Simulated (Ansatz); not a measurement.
# CH₆BFSi: one species, many methods

The task here is to estimate one member of a computed series from the others.

Computed with Ansatz 0.2.0, Gaussian basis. Level: functionals in def2-TZVPP, the program's frozen cores in correlated methods.

Plan: LDA (SPW92), PBE-D4, revPBE-D4, BLYP-D4, r2SCAN-D4, B97M-V, PBE0-D4, B3LYP-D4, r2SCANh-D4, r2SCAN0-D4, HSE06-D4, BHLYP-D4, CAM-B3LYP-D4, LC-ωPBE, ωB97X-V, ωB97M-V, B2PLYP, PBE-QIDH; CCSD(T)/def2-SVP; CCSD(T)/def2-TZVPP; MP2/def2-QZVPP; extrapolation to the limit; RPA on PBE.

### Structure used throughout

The geometry comes from an earlier relaxation with PBE0-D4 in a triple-zeta def2 set; it is a stationary point, not always the lowest conformer.

SMILES `B[SiH2]CF`, 10 atoms, charge 0, spin multiplicity 1.

Atoms are counted from 1 here; the program's logs count them from 0.

Bond lengths: B1–Si2 2.011 Å, B1–H5 1.196 Å, B1–H6 1.196 Å, Si2–C3 1.898 Å, Si2–H7 1.491 Å, Si2–H8 1.492 Å, C3–F4 1.391 Å, C3–H9 1.096 Å, C3–H10 1.096 Å. Angles: Si2–B1–H5 119.4°, Si2–B1–H6 123.5°, H5–B1–H6 117.2°, B1–Si2–C3 112.6°, B1–Si2–H7 109.2°, B1–Si2–H8 108.9°, C3–Si2–H7 109.1°, C3–Si2–H8 109.0°, H7–Si2–H8 107.8°, Si2–C3–F4 111.4°, Si2–C3–H9 110.9°, Si2–C3–H10 110.9°, F4–C3–H9 108.0°, F4–C3–H10 108.1°, H9–C3–H10 107.4°.

Coordinates:

```tsv
atom	x (Å)	y (Å)	z (Å)
B1	-1.7009	0.6817	-0.3011
Si2	-0.1197	-0.5538	-0.4319
C3	1.3487	0.0248	0.6217
F4	2.4257	-0.8485	0.5145
H5	-2.6902	0.4364	-0.9264
H6	-1.7148	1.6656	0.3793
H7	0.3113	-0.6511	-1.8564
H8	-0.5318	-1.9163	0.0145
H9	1.6860	1.0196	0.3095
H10	1.0686	0.0903	1.6791
```

The first run:

in.yaml reads:

```yaml
crystal:
  periodic: [false, false, false]
  atoms:
    - {symbol: B, position_ang: [-1.700868, 0.681748, -0.301071]}
    - {symbol: Si, position_ang: [-0.119680, -0.553841, -0.431921]}
    - {symbol: C, position_ang: [1.348680, 0.024832, 0.621749]}
    - {symbol: F, position_ang: [2.425701, -0.848509, 0.514486]}
    - {symbol: H, position_ang: [-2.690242, 0.436408, -0.926376]}
    - {symbol: H, position_ang: [-1.714791, 1.665645, 0.379346]}
    - {symbol: H, position_ang: [0.311302, -0.651088, -1.856429]}
    - {symbol: H, position_ang: [-0.531819, -1.916278, 0.014454]}
    - {symbol: H, position_ang: [1.685978, 1.019574, 0.309545]}
    - {symbol: H, position_ang: [1.068638, 0.090308, 1.679120]}
basis:
  gaussian: {orbitals: def2-TZVPP}
hamiltonian: {xc: lda}
output: {orbitals: {seedname: orbitals}}
```

Command:

```sh
ansatz run in.yaml --threads 2 --pin off --events-out ev --progress --plain --max-ram 4352MiB
```

Among the steps run: LDA; PBE-D4 (GGA); revPBE-D4 (GGA); BLYP-D4 (GGA); r2SCAN-D4 (meta-GGA); B97M-V (meta-GGA); B3LYP-D4 (hybrid); r2SCANh-D4 (hybrid); r2SCAN0-D4 (hybrid); HSE06-D4 (hybrid); BHLYP-D4 (hybrid); CAM-B3LYP-D4 (range-separated); LC-ωPBE (range-separated); ωB97X-V (range-separated); ωB97M-V (range-separated); B2PLYP (double hybrid); PBE-QIDH (double hybrid).

One of the session's tables, all rows but one given; the rest of the session is left out.

It belongs to the step «Orbital energies across the functionals». 

```
  functional  HOMO (eV)  LUMO (eV)  gap (eV)
 LDA (SPW92)      -7.02      -3.90      3.12
      PBE-D4      -6.90      -3.63      3.27
   revPBE-D4      -6.85      -3.51      3.34
     BLYP-D4      -6.81      -3.46      3.35
   r2SCAN-D4      -7.20      -3.28      3.92
      B97M-V      -7.34      -3.44      3.90
     PBE0-D4      -8.31      -2.62      5.69
    B3LYP-D4      -8.10      -2.83      5.27
  r2SCANh-D4      -7.73      -2.94      4.79
  r2SCAN0-D4      -8.50      -2.43      6.07
    HSE06-D4      -7.91      -3.01      4.90
    BHLYP-D4      -9.60      -1.56      8.04
CAM-B3LYP-D4          ?          ?         ?
     LC-ωPBE     -11.04      -0.28     10.76
     ωB97X-V     -10.70      -0.39     10.31
     ωB97M-V     -10.54      -0.66      9.88
```

Estimate the missing values for CAM-B3LYP-D4.

**Answer.** HOMO (eV): -9.72; LUMO (eV): -1.50; gap (eV): 8.22. In the column «HOMO (eV)» it lies between ωB97M-V (-10.54) and BHLYP-D4 (-9.60).
